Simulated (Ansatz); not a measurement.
CH5BF3P, SMILES FC(F)(F)[BH2-][PH3+], a geometry optimisation

Computed with Ansatz 0.2.0 through its Python package.

Input file `ch5bf3p.xyz`:
```text
11

F     1.23570    1.31410   -1.00620
C     1.37460    0.35540   -0.01950
F     1.35710    0.96670    1.22070
F     2.58370   -0.29270   -0.18650
B     0.18250   -0.71320   -0.12120
P    -1.50210    0.13330    0.10270
H     0.31630   -1.54210    0.72470
H     0.21200   -1.24370   -1.18800
H    -1.68000    1.10340   -0.90170
H    -2.52350   -0.83060    0.00780
H    -1.55640    0.74930    1.36730
```

At the Python prompt:
```pycon
>>> import warnings
>>> import ansatz
>>> import numpy as np
>>> warnings.simplefilter("ignore", ansatz.DeckWarning)
>>> molecule = ansatz.Crystal.molecule_from_extxyz("ch5bf3p.xyz")
>>> setup = (
...     molecule.calculation()
...     .basis(gaussian="def2-SVP")
...     .functional("b3lyp")
... )
>>> symbols = [site.symbol for site in molecule.cartesian_sites]
>>> start = np.array([site.position_ang for site in molecule.cartesian_sites], dtype=float)
>>> def progress(event):
...     if event["event"] == "relax_step":
...         row = event["data"]
...         print(f"step {row['step']:3d}  E = {row['lagrangian_ev']:.6f} eV  max force {row['allowed_force_max_ev_ang']:.4f} eV/A")
...
>>> report = setup.relax(force_tolerance=0.01, max_steps=100).session().plan().execute(on_event=progress).report
step   1  E = -19223.878918 eV  max force 1.3957 eV/A
step   2  E = -19224.235543 eV  max force 1.2821 eV/A
step   3  E = -19224.268824 eV  max force 0.4600 eV/A
step   4  E = -19224.276089 eV  max force 0.0406 eV/A
step   5  E = -19224.276242 eV  max force 0.0102 eV/A
step   6  E = -19224.276251 eV  max force 0.0037 eV/A
>>> end = np.array(report["positions_ang"])
>>> print(f"E = {report['free_energy_ev']:.6f} eV = {report['free_energy_ev'] / 27.211386246:.7f} Ha")
E = -19224.276479 eV = -706.4791299 Ha
>>> print("converged:", report["converged"], " doubts:", report["published_state_doubts"] or "none")
converged: True  doubts: none
>>> print("bond        before    after (A)")
bond        before    after (A)
>>> for i, j in [(0, 1), (1, 2), (1, 3), (1, 4), (4, 5), (4, 6), (4, 7), (5, 8), (5, 9), (5, 10)]:
...     d0, d1 = (np.linalg.norm(xyz[i] - xyz[j]) for xyz in (start, end))
...     print(f"{symbols[i]}{i}-{symbols[j]}{j}".ljust(10), f"{d0:8.4f} {d1:8.4f}")
...
F0-C1        1.3827   1.3662
C1-F2        1.3828   1.3662
C1-F3        1.3820   1.3469
C1-B4        1.6042   1.6125
B4-P5        1.8986   1.9596
B4-H6        1.1919   1.2151
B4-H7        1.1918   1.2151
P5-H8        1.4077   1.4148
P5-H9        1.4076   1.4129
P5-H10       1.4077   1.4148
>>> with open("ch5bf3p_opt.xyz", "w") as handle:
...     handle.write(f"{len(symbols)}\nrelaxed CH5BF3P\n")
...     handle.writelines(f"{s:2s} {x:11.6f} {y:11.6f} {z:11.6f}\n" for s, (x, y, z) in zip(symbols, end))
...
19
```

File `ch5bf3p_opt.xyz` afterwards:
```text
11
relaxed CH5BF3P
F     1.313622    1.311632   -0.965663
C     1.429148    0.325664   -0.027084
F     1.430191    0.977955    1.173302
F     2.660561   -0.199189   -0.176071
B     0.266656   -0.786405   -0.137212
P    -1.459184    0.111702    0.096977
H     0.288623   -1.594103    0.770322
H     0.178814   -1.279820   -1.244146
H    -1.827218    1.112444   -0.832990
H    -2.571428   -0.756350    0.022111
H    -1.709886    0.776368    1.320554
```

Caveats:
- Total energies depend on the basis set; only differences at equal settings carry meaning.
- The end point is the stationary point reached from this start; no frequency run checks that it is a minimum, and the basis set is modest.
- b3lyp holds the VWN-RPA fit, as in Gaussian; the form of ORCA and Turbomole is b3lyp5.
- The whole script took 45 s on 1 thread of Arm Neoverse V1 (shared host), peak memory 0.33 GiB.

(Lines on the test bed's own set-up are left out of the output.)
